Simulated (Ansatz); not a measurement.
I need energies of removing a hydrogen of H3ISi, SMILES [SiH3]I. Use Ansatz 0.2.0 through its Python package. Use (for the species named): CCSD(T), def2-SVP basis, multiplicity 1.

```xyz
5

Si   -0.1246    0.0286   -0.0538
I     1.9111   -0.9357    0.7180
H    -1.1847    0.1117    1.0367
H    -0.6476   -0.7267   -1.1857
H     0.0957    1.4484   -0.5565
```

Script `h3isi.py`:
```python
"""X-H bond energies of H3ISi without relaxation."""

import ansatz as az


def energy_of(molecule, charge=0, unpaired=0):
    calc = molecule.calculation().basis(gaussian="def2-SVP").correlation("ccsd_t")
    if charge:
        calc = calc.charge(charge)
    if unpaired:
        calc = calc.spin("collinear", total=unpaired)
    report = calc.run(threads=1, pin="off").report
    if report["published_state_doubts"]:
        print("  doubts:", report["published_state_doubts"])
    return report["free_energy_ev"]

def without(molecule, index):
    rest = az.Crystal.molecule()
    for i, site in enumerate(molecule.cartesian_sites):
        if i != index:
            rest = rest.atom(site.symbol, site.position_ang)
    return rest


def main() -> None:
    mol = (
        az.Crystal.molecule()
        .atom("Si", (-0.1246, 0.0286, -0.0538))
        .atom("I", (1.9111, -0.9357, 0.718))
        .atom("H", (-1.1847, 0.1117, 1.0367))
        .atom("H", (-0.6476, -0.7267, -1.1857))
        .atom("H", (0.0957, 1.4484, -0.5565))
    )

    whole = energy_of(mol, 0)
    hydrogen = energy_of(az.Crystal.molecule().atom("H", (0, 0, 0)), 0, 1)
    print(f"E(molecule) = {whole:.5f} eV, E(H) = {hydrogen:.5f} eV")
    for index in [4]:
        radical = energy_of(without(mol, index), 0, 1)
        print(f"H{index}: homolysis {23.060548 * (radical + hydrogen - whole):.1f} kcal/mol")
        anion = energy_of(without(mol, index), -1)
        print(f"H{index}: loss of a proton {23.060548 * (anion - whole):.1f} kcal/mol")


if __name__ == "__main__":
    main()
```

```console
$ python h3isi.py
E(molecule) = -15987.39736 eV, E(H) = -13.58606 eV
H4: homolysis 89.3 kcal/mol
H4: loss of a proton 388.6 kcal/mol
```

Total energies depend on the basis set; only differences at equal settings carry meaning. The geometry is a force-field or estimated start, not a minimum of this method, and the basis set is short of its limit. All parts are taken at fixed geometry, without zero-point energy. def2 sets replace the cores of elements past krypton by effective core potentials. The spin-orbit lowering of heavy atoms is left out. Anions want diffuse functions, which this basis lacks. Timing: 7.7 s on 1 thread of Arm Neoverse V1, on a shared host, peak memory 0.24 GiB.
